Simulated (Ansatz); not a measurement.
# CsIr2: the cost of one run

Program: Ansatz 0.2.0. Level of theory: DFT PBE, scalar-relativistic, plane waves, PAW. These are calculated values, not measurements.

## (1) The structure to begin with

It takes space group I4/mcm (No. 140, tetragonal). Conventional cell: a = 7.062 Å, b = 7.062 Å, c = 5.878 Å, α = 90.00°, β = 90.00°, γ = 90.00°. Cs (site symmetry 422) is surrounded by 2 Cs at 2.94 Å and 8 Ir at 3.01 Å. Around Ir (site symmetry m2m) lie 4 Cs at 3.01 Å and 3 Ir at 3.34 to 3.37 Å.

Structure file:

```xyz
6
Lattice="-3.5309 3.5309 2.9391 3.5309 -3.5309 2.9391 3.5309 3.5309 -2.9391" Properties=species:S:1:pos:R:3 pbc="T T T"
Cs    0.0000    0.0000    1.4695
Cs    0.0000    0.0000    4.4086
Ir    1.1793    4.7102    0.0000
Ir    2.3515    1.1793    0.0000
Ir    2.3515   -1.1793    2.9391
Ir    1.1793    2.3515    2.9391
```

This is candidate A: Cr2B type (I4/mcm, No. 140).

(A quick probe on a coarse mesh, which set the mesh and smearing, is not shown.)

## (3) A loose first relaxation (candidate A)

Contents of input.yaml:

```yaml
crystal:
  lattice:
    - [-3.5308531916, 3.5308531916, 2.9390862825]
    - [3.5308531916, -3.5308531916, 2.9390862825]
    - [3.5308531916, 3.5308531916, -2.9390862825]
  atoms:
    - { symbol: Cs, position: [0.25, 0.25, 0.0] }
    - { symbol: Cs, position: [0.75, 0.75, 0.0] }
    - { symbol: Ir, position: [0.667, 0.167, 0.834] }
    - { symbol: Ir, position: [0.167, 0.333, 0.5] }
    - { symbol: Ir, position: [0.333, 0.833, 0.166] }
    - { symbol: Ir, position: [0.833, 0.667, 0.5] }
basis:
  ecutwfc: 420
kpoints:
  mp_grid: { grid: [4, 4, 4] }
hamiltonian:
  xc: pbe
scf:
  occupations: { method: gaussian, width: 0.1 }
  lower_state_search: "off"
output:
  forces: true
  stress: true
  eigenvalues: true
relax:
  adjacent_minimum: "off"
  f_tol: 0.04
  max_steps: 70
  cell: { stress_tol: 0.4 }
```

Started as:

```sh
$ ansatz run input.yaml --threads 1 --pin off --max-ram 2560MiB --backend cpu --events-out ev --progress --plain --runs-dir out
```

Q: Estimate wall time and peak memory on 1 thread of Arm Neoverse V2, shared host.

About 67 s, with a peak of 0.46 GiB.
